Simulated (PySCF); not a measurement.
# KIn: from the state search to spectroscopic constants

One table from this session's results is given with a row withheld; the runs are named, their logs left out.

Program: PySCF 2.14.0. Level of theory: K x2c-SVPall, In x2c-SVPall, spin-free X2C with a Gaussian nucleus. These are calculated values, not measurements.

The first run:

A driver script around PySCF takes these settings:

| Property | Result |
| --- | --- |
| atoms | K, In |
| charge | 0 |
| basis | K x2c-SVPall, In x2c-SVPall |
| Hamiltonian | spin-free X2C with a Gaussian nucleus |
| basis functions | 60 |
| electrons treated | 68 |
| masses in u | 38.9637, 114.9039 |
| levels | PBE0, PBE, r²SCAN, PW91, TPSS, BLYP, HF, MP2, SCS-MP2, CCSD, CCSD(T) |
| grid | 80 radial by 434 angular points |
| occupations | held fixed by the projection of orbital angular momentum |
| dissociation limit | K + In, each in its ground configuration |
| starting distance in angstrom | 3.335 |
| values of 2S to try | 0, 2 |

Command:

```
OMP_NUM_THREADS=1 python dia.py task.json out
```

Steps of the session up to this table: The job; First curve: PBE0; Higher solutions at PBE0; PBE (GGA); r²SCAN (meta-GGA); PW91 (GGA); TPSS (meta-GGA); BLYP (GGA); RHF; Correlated methods on the Hartree–Fock reference.

One of the session's tables, all rows but one given; the rest of the session is left out.

It belongs to the step «The curves together». Energy (eV) from each level's lowest point:

```
R (Å)    RHF  RHF-MP2  RHF-SCS-MP2  RHF-CCSD  RHF-CCSD(T)
3.235  0.348    0.256        0.272       n/a          n/a
3.385  0.184    0.124        0.135     0.134        0.134
3.535  0.080    0.045        0.051     0.052        0.053
3.648  0.033    0.013        0.016     0.017        0.019
3.761  0.008    0.000        0.000     0.001        0.002
3.874  0.000    0.003        0.000     0.000        0.000
4.024  0.011    0.026        0.019     0.016        0.014
4.212      ?        ?            ?         ?            ?
4.438  0.124    0.161        0.143     0.125        0.111
4.739  0.250    0.292        0.266       n/a          n/a
```

Q: Estimate the row for R (Å) = 4.212 from the others.

Worked estimate for «RHF». A straight line through the neighbours (4.024, 0.011) and (4.438, 0.124) gives 0.011 + (0.124 − 0.011) × (4.212 − 4.024) / (4.438 − 4.024) = 0.062; a parabola fitted to 4 rows on both sides gives 0.053.

The run gave: RHF: 0.050; RHF-MP2: 0.078; RHF-SCS-MP2: 0.066; RHF-CCSD: 0.057; RHF-CCSD(T): 0.051. In «RHF» the line misses by +0.012 and the parabola by +0.003.
